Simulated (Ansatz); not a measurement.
**SbH₂+ (triplet): wave-function methods side by side at angle H2–Sb1–H3 = 104.3°, def2-SVP**

How much of the correlation energy of SbH₂+ (triplet) does each wave-function method recover here?

Computed with Ansatz 0.2.0, Gaussian basis. Level: def2-SVP, core rule «outside noble gas», up to 9 orbitals frozen.

To be run: UHF; CCSD(T) on ROHF; CCSD(T) on UHF; BCCD(T) on ROHF; CISD; CCSDT(Q) on ROHF; CCSDT(Q) on UHF; CASSCF and MRCISD+Q, 4 electrons in 4 orbitals; CASSCF and NEVPT2, 4 electrons in 4 orbitals; CASSCF and MRCISD+Q, 6 electrons in 6 orbitals; CASSCF and MRCISD+Q(relaxed), 6 electrons in 6 orbitals; CASSCF and NEVPT2, 6 electrons in 6 orbitals; Full CI.

16 further runs of the same task are left out: 12 that didn't finish, 4 set aside as unsound or not needed.

## (1) What is computed

The geometry derives from a PBE0/def2-TZVP stationary point (not a proven minimum). One angle is set to the value named; bond lengths are kept. No spin-orbit coupling is included. Elements past krypton take def2 core potentials.

3 atoms, charge 1, spin multiplicity 3.

Atoms are counted from 1 here; the program's logs count them from 0.

Bond lengths: Sb1–H2 1.691 Å, Sb1–H3 1.691 Å. Angles: H2–Sb1–H3 104.3°.

## (2) UHF

in.yaml reads:

```yaml
crystal:
  periodic: [false, false, false]
  atoms:
    - {symbol: Sb, position_ang: [0.000000, -0.016896, 0.000000]}
    - {symbol: H, position_ang: [0.000000, 1.020533, -1.335038]}
    - {symbol: H, position_ang: [0.000000, 1.020533, 1.335038]}
basis:
  gaussian: {orbitals: def2-SVP}
total_charge: 1
magnetization: {spin_polarized: true, initial_magnetization: 2}
hamiltonian: {xc: hf}
output: {orbitals: {seedname: orbitals}}
```

Launch:

```sh
> ansatz run in.yaml --threads 1 --pin off --events-out ev --progress --plain --max-ram 2393MiB
```

Further steps of the session: CCSD(T) on ROHF; CCSD(T) on UHF; BCCD(T) on ROHF; CISD; CCSDT(Q) on ROHF; CCSDT(Q) on UHF; CASSCF and MRCISD+Q, 4 electrons in 4 orbitals; CASSCF and NEVPT2, 4 electrons in 4 orbitals; CASSCF and MRCISD+Q, 6 electrons in 6 orbitals; CASSCF and MRCISD+Q(relaxed), 6 electrons in 6 orbitals; CASSCF and NEVPT2, 6 electrons in 6 orbitals; Full CI.

Q: Predict the results of all the runs planned. Wanted: FCI below the RHF energy; RMP2 from FCI; UMP2 from FCI; RCCSD from FCI; RCCSD(T) from FCI; UCCSD(T) from FCI; RCCSDT(Q) from FCI; UCCSDT(Q) from FCI; NEVPT2 pair from FCI.

**Answer**, as computed:

| quantity | value |
| --- | --- |
| FCI below the RHF energy | -2.4870 eV |
| RMP2 from FCI | +636.7 meV |
| UMP2 from FCI | +619.8 meV |
| RCCSD from FCI | +69.0 meV |
| RCCSD(T) from FCI | +16.9 meV |
| UCCSD(T) from FCI | -1.6 meV |
| RCCSDT(Q) from FCI | -0.8 meV |
| UCCSDT(Q) from FCI | -19.3 meV |
| NEVPT2 pair from FCI | +558.0 meV |
| MRCISD+Q pair from FCI | -15.1 meV |
| NEVPT2 valence from FCI | +392.2 meV |
| levels within 1 kcal/mol (43 meV) | RCCSD(T), UCCSD(T), BCCD(T), RCCSDT, UCCSDT, RCCSDT(Q), UCCSDT(Q), MRCISD+Q pair, MRCISD+Q valence, MRCISD+Q(relaxed) valence |
| T1 diagnostic | 0.019 |
| effectively unpaired electrons | 2.03 |

RCCSD(T) misses by +16.9 meV, 0.7 % of the correlation energy. UCCSDT, UCCSDT(Q), MRCISD+Q pair, MRCISD+Q(relaxed) valence fall below full CI: unrestricted runs freeze a spin-polarised core, another one than full CI's, and coupled cluster isn't variational. One determinant dominates. Of the multireference levels listed MRCISD+Q valence comes nearest in total energy (-1.8 meV), which doesn't show that its space is the better one. These misses are within one basis, not against nature; the frozen cores of restricted and unrestricted runs differ, which can shift their rows.
